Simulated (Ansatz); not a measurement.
# SiH2 (SMILES [SiH2]): HF/3-21G

What is the electronic atomisation energy of SiH2 at HF/3-21G? 

Program for the calculation: Ansatz 0.2.0.

32 further runs of the same task are left out: 32 set aside as unsound or not needed.

## 1. The system as given

SiH2 has 3 atoms, charge 0, and is taken as a singlet. SMILES: `[SiH2]`. The shape is that of a PBE0-D4/def2-TZVP optimisation.

Bond lengths: Si1–H2 1.525 Å, Si1–H3 1.525 Å. Angles: H2–Si1–H3 91.2°.

## 2. A single-point energy at HF/3-21G

Contents of job.yaml:

```yaml
crystal:
  periodic: [false, false, false]
  atoms:
    - symbol: Si
      position_ang: [-0.491200, 0.468600, -0.213600]
    - symbol: H
      position_ang: [0.840300, 0.578600, 0.522500]
    - symbol: H
      position_ang: [-0.349100, -1.047200, -0.308900]
basis:
  gaussian: {orbitals: 3-21G.json}
total_charge: 0
hamiltonian: {xc: hf}
accuracy: high
output: {orbitals: {seedname: orbitals}}
```

The basis set 3-21G is read from a file made from the Basis Set Exchange's data (not shown).

Launch:

```bash
$ ansatz run job.yaml --threads 1 --pin off --max-ram 3480MiB --events-out events.jsonl --progress --plain --runs-dir runs
```

The program printed:

```text
Warning: RAYON_NUM_THREADS=1 ignored (pool sized by the plan → 1); use --threads N
Functional definition: HF
  name "HF"
  exchange = exact_x
  correlation = 0
330 factors; integrals over basis functions are off by at most 2.8e-9 eV
mean field evaluation 1: about -7849.8880 eV, gradient 5.2e0 eV
mean field evaluation 2: about -7849.8882 eV, gradient 5.2e0 eV
mean field evaluation 4: about -7850.0509 eV, gradient 2.8e-1 eV
mean field evaluation 8: about -7850.0515 eV, gradient 3.8e-7 eV
mean field -7850.05145520 eV, -288.4840700225 hartree, gradient 9.1e-9 eV, S^2 0.000000; 0 other end points of the search recorded, 0 dependent functions left out
reference -7850.05145520 eV, -288.4840700225 hartree; 8, 8 occupied and 9, 9 virtual orbitals, 330 factors
Total energy: -7850.05145520 eV, -288.4840700225 hartree
```

It took 0.08 s on 1 thread of Arm Neoverse V1, shared host.

## 3. The H atom, same level

Contents of run.yaml:

```yaml
crystal:
  periodic: [false, false, false]
  atoms:
    - {symbol: H, position_ang: [0.000000, 0.000000, 0.000000]}
basis:
  gaussian:
    orbitals: 3-21G.json
accuracy: high
hamiltonian:
  xc: hf
magnetization:
  spin_polarized: true
  initial_magnetization: 1
```

The basis set 3-21G is read from a file made from the Basis Set Exchange's data (not shown).

Launch:

```bash
$ ansatz run run.yaml --threads 1 --pin off --max-ram 3480MiB --events-out events.jsonl --progress --plain --runs-dir runs
```

The program printed:

```text
Warning: RAYON_NUM_THREADS=1 ignored (pool sized by the plan → 1); use --threads N
[... 4 set-up lines as earlier in the session ...]
3 factors; integrals over basis functions are off by at most 1.3e-8 eV
mean field evaluation 1: about -13.4868 eV, gradient 1.3e0 eV
mean field evaluation 2: about -13.4868 eV, gradient 1.3e0 eV
mean field evaluation 4: about -13.5023 eV, gradient 2.1e-5 eV
mean field evaluation 8: about -13.5023 eV, gradient 1.0e-12 eV
mean field -13.50225274 eV, -0.4961986360 hartree, gradient 4.5e-8 eV, S^2 0.750000; 0 other end points of the search recorded, 0 dependent functions left out
reference -13.50225274 eV, -0.4961986360 hartree; 1, 0 occupied and 1, 2 virtual orbitals, 3 factors
Total energy: -13.50225274 eV, -0.4961986360 hartree
```

It took 0.04 s on 1 thread of Arm Neoverse V1, shared host.

## 4. The Si atom, same level

Contents of in.yaml:

```yaml
basis:
  gaussian:
    orbitals: 3-21G.json
crystal:
  periodic: [false, false, false]
  atoms:
    - {symbol: Si, position_ang: [0.000000, 0.000000, 0.000000]}
magnetization:
  spin_polarized: true
  initial_magnetization: 2
hamiltonian:
  xc: hf
accuracy: high
```

The basis set 3-21G is read from a file made from the Basis Set Exchange's data (not shown).

Run the same way, it converges to -287.34443 Eh (log not shown).

## 5. What came out

At HF/3-21G:

| quantity | value |
| --- | --- |
| molecule: total energy | -288.48407 Eh |
| molecule: HOMO energy | -9.14 eV |
| molecule: LUMO energy | 0.12 eV |
| molecule: HOMO–LUMO gap | 9.26 eV |
| H atom: total energy | -0.49620 Eh |
| H atom: ⟨S²⟩ | 0.750 |
| Si atom: total energy | -287.34443 Eh |
| Si atom: ⟨S²⟩ | 2.000 |
| electronic atomisation energy | 4.007 eV |

Taking the molecule apart into free atoms costs 4.01 eV (92 kcal/mol), before zero-point energy and without spin-orbit coupling. Hartree–Fock lacks the correlation of the bonding pairs, which as a rule makes this value much too low; in minimal bases other errors can mask that. The basis has no polarisation functions, which makes bonds too weak.
